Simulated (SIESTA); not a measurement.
Runs of SIESTA 5.4.2 on NbRu3C. Symmetry: Pm-3m, No. 221, cubic system. Conventional cell: a = 4.065 Å, b = 4.065 Å, c = 4.065 Å, α = 90.00°, β = 90.00°, γ = 90.00°. Around Ru (site symmetry 4/mmm) lie 2 C at 2.03 Å. Around Nb (site symmetry m-3m) lie 12 Ru at 2.87 Å. C (site symmetry m-3m) has 6 Ru at 2.03 Å as nearest neighbours. The cell comes from a database or a generator and needn't be the stable form of this composition.

| potentials or basis | gap on the mesh (eV) | pressure (GPa) |
| --- | --- | --- |
| PseudoDojo 0.4 standard (PBEsol files), TZP (energy shift 0.003 Ry; two zetas on semicore shells) | none | (b) |
| PseudoDojo 0.4 standard (PBEsol files), SZP (energy shift 0.003 Ry) | none | -5.3 |
| PseudoDojo 0.4 standard (PBEsol files), TZDP (energy shift 0.003 Ry; two zetas on semicore shells) | none | (a) |
| PseudoDojo 0.4 standard (PBEsol files), DZP (energy shift 0.003 Ry; two zetas on semicore shells) | none | -7.7 |
| PseudoDojo 0.4 standard (PBEsol files), SZ (energy shift 0.003 Ry) | none | -1.5 |
| PseudoDojo 0.4 standard (PBEsol files), DZ (energy shift 0.003 Ry; two zetas on semicore shells) | none | -7.3 |

Alike in all rows: task band structure; level PBEsol; no spin polarisation; cell as given; k mesh 7 × 7 × 7; smearing fermi-dirac 0.05 eV; grid cutoff 800 Ry; energy shift 0.003 Ry.

Task: Fill in the values left out.

Result: (a) -8.2; (b) -8.1.

Caveats: the basis of atomic orbitals isn't converged, which shifts pressures, moduli and gaps; the basis has no polarisation orbitals (some runs).

A k mesh can miss the band edges, and the runs leave out spin-orbit coupling on Nb, Ru.

A gap of «none» marks a metal or a gap under the smearing width.
